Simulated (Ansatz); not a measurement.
Write a Python script for Ansatz 0.2.0 through its Python package that makes a single point in a Gaussian basis of C₂H₆AlFSi, SMILES C=C(F)[SiH2][AlH2]. Level of theory: r2SCAN, def2-SVPD basis, multiplicity 1.

```xyz
11

C     1.5402    0.6069    1.0076
C     0.8259   -0.5046    0.8966
F     1.4155   -1.6653    1.2076
Si   -0.8537   -0.5319    0.3254
Al   -1.0699    0.2685   -1.8990
H     1.0153    1.6102    0.7416
H     2.5501    0.6624    1.3361
H    -1.3812   -1.9108    0.3549
H    -1.7463    0.3069    1.2614
H    -0.5886    1.7636   -2.1871
H    -1.6419   -0.6627   -3.0245
```

Script `energy_c2h6alfsi.py`:
```python
"""Electronic structure of the C2H6AlFSi molecule."""

import ansatz as az


def main() -> None:
    geometry_ang = [
        ("C", (1.5402, 0.6069, 1.0076)),
        ("C", (0.8259, -0.5046, 0.8966)),
        ("F", (1.4155, -1.6653, 1.2076)),
        ("Si", (-0.8537, -0.5319, 0.3254)),
        ("Al", (-1.0699, 0.2685, -1.899)),
        ("H", (1.0153, 1.6102, 0.7416)),
        ("H", (2.5501, 0.6624, 1.3361)),
        ("H", (-1.3812, -1.9108, 0.3549)),
        ("H", (-1.7463, 0.3069, 1.2614)),
        ("H", (-0.5886, 1.7636, -2.1871)),
        ("H", (-1.6419, -0.6627, -3.0245)),
    ]
    mol = az.Crystal.molecule()
    for symbol, xyz in geometry_ang:
        mol = mol.atom(symbol, xyz)

    setup = (
        mol.calculation()
        .basis(gaussian="def2-SVPD")
        .functional("r2scan")
        .accuracy("medium")
        .scf(lower_state_search="standard")
    )
    print(setup.to_yaml())
    res = setup.run(threads=1, backend="cpu")
    summary = res.report

    print("reference energy %16.6f eV" % summary["reference_energy_ev"])
    print("total energy     %16.6f eV" % summary["free_energy_ev"])
    print("occupied orbitals outside the frozen core (up, down):", summary["n_occupied"], " frozen:", summary["n_frozen"], " virtual:", summary["n_virtual"])

    field = summary["mean_field"]
    print("<S^2> =", round(abs(field["state"]["spin_squared"]), 4), " all-electron relativity setting:", field["relativity"])
    print("passes:", field["passes"])
    if "symmetry" in field:
        print("occupied orbitals by irrep:", field["symmetry"]["occupied"])


if __name__ == "__main__":
    main()
```

```console
$ python energy_c2h6alfsi.py
crystal:
  periodic: [false, false, false]
  atoms:
    - { symbol: C, position_ang: [1.5402, 0.6069, 1.0076] }
    - { symbol: C, position_ang: [0.8259, -0.5046, 0.8966] }
    - { symbol: F, position_ang: [1.4155, -1.6653, 1.2076] }
    - { symbol: Si, position_ang: [-0.8537, -0.5319, 0.3254] }
    - { symbol: Al, position_ang: [-1.0699, 0.2685, -1.899] }
    - { symbol: H, position_ang: [1.0153, 1.6102, 0.7416] }
    - { symbol: H, position_ang: [2.5501, 0.6624, 1.3361] }
    - { symbol: H, position_ang: [-1.3812, -1.9108, 0.3549] }
    - { symbol: H, position_ang: [-1.7463, 0.3069, 1.2614] }
    - { symbol: H, position_ang: [-0.5886, 1.7636, -2.1871] }
    - { symbol: H, position_ang: [-1.6419, -0.6627, -3.0245] }
accuracy: medium
basis:
  gaussian:
    orbitals: def2-SVPD
hamiltonian:
  xc: r2scan
scf:
  lower_state_search: standard

reference energy    -19349.361865 eV
total energy        -19349.361865 eV
occupied orbitals outside the frozen core (up, down): [27, 27]  frozen: 0  virtual: [132, 132]
<S^2> = 0.0  all-electron relativity setting: none
passes: {'evaluations': 16, 'products': 13}
occupied orbitals by irrep: [{'A': 27}, {'A': 27}]
```

Reading the output:
- The settings weren't tested for convergence.
- The geometry is a force-field or estimated start, not a minimum of this method, and the basis set is short of its limit.
- Hardware and time: 9.6 s on 1 thread of Arm Neoverse V2, on a shared host, peak memory 0.28 GiB.
